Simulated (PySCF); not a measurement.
# C5H7N3 (4,5-dimethyl-1,2,3-triazine): the cost of one run

Programs: PySCF 2.14.0, with routines of our own; each step states its level. All values are computed. Atoms count from 0.

### Step 1. The starting structure

15 atoms, charge 0, multiplicity 1; geometry from: GFN2-xTB.

### Step 2. Magnetic properties: GIAO CAM-B3LYP/pcSseg-1

Job settings and geometry (Å):

```
{"job": {"kind": "mag", "xc": "CAM-B3LYP", "basis": "pcSseg-1", "isotopologues": 2}, "charge": 0, "multiplicity": 1}
C      0.188150    -1.684423     0.251490
C      0.549323    -0.248621     0.094558
C      1.856385     0.216686     0.178617
N      2.157018     1.500108     0.036337
N      1.224148     2.360501    -0.187317
N     -0.016088     2.021839    -0.281867
C     -0.400105     0.755855    -0.150567
C     -1.857719     0.474852    -0.276699
H      1.076029    -2.284748     0.434468
H     -0.307359    -2.049289    -0.647743
H     -0.503378    -1.811664     1.083944
H      2.689945    -0.448350     0.364671
H     -2.387120     1.404500    -0.463470
H     -2.039152    -0.218976    -1.096735
H     -2.234491     0.019720     0.638401
```

With the program's defaults for keys left out, this is: GIAO CAM-B3LYP/pcSseg-1 magnetisability, rotational g tensor and spin-rotation constants, non-relativistic, gas phase.

On the command line:

```bash
$ OMP_NUM_THREADS=1 python excited_run.py task.json out
```

This one command runs all jobs of the session in turn.

**Question.** How long does this first job take on 1 thread of Arm Neoverse V2, shared host, and how much memory does it need?

About 29 s, with a peak of 0.87 GiB.
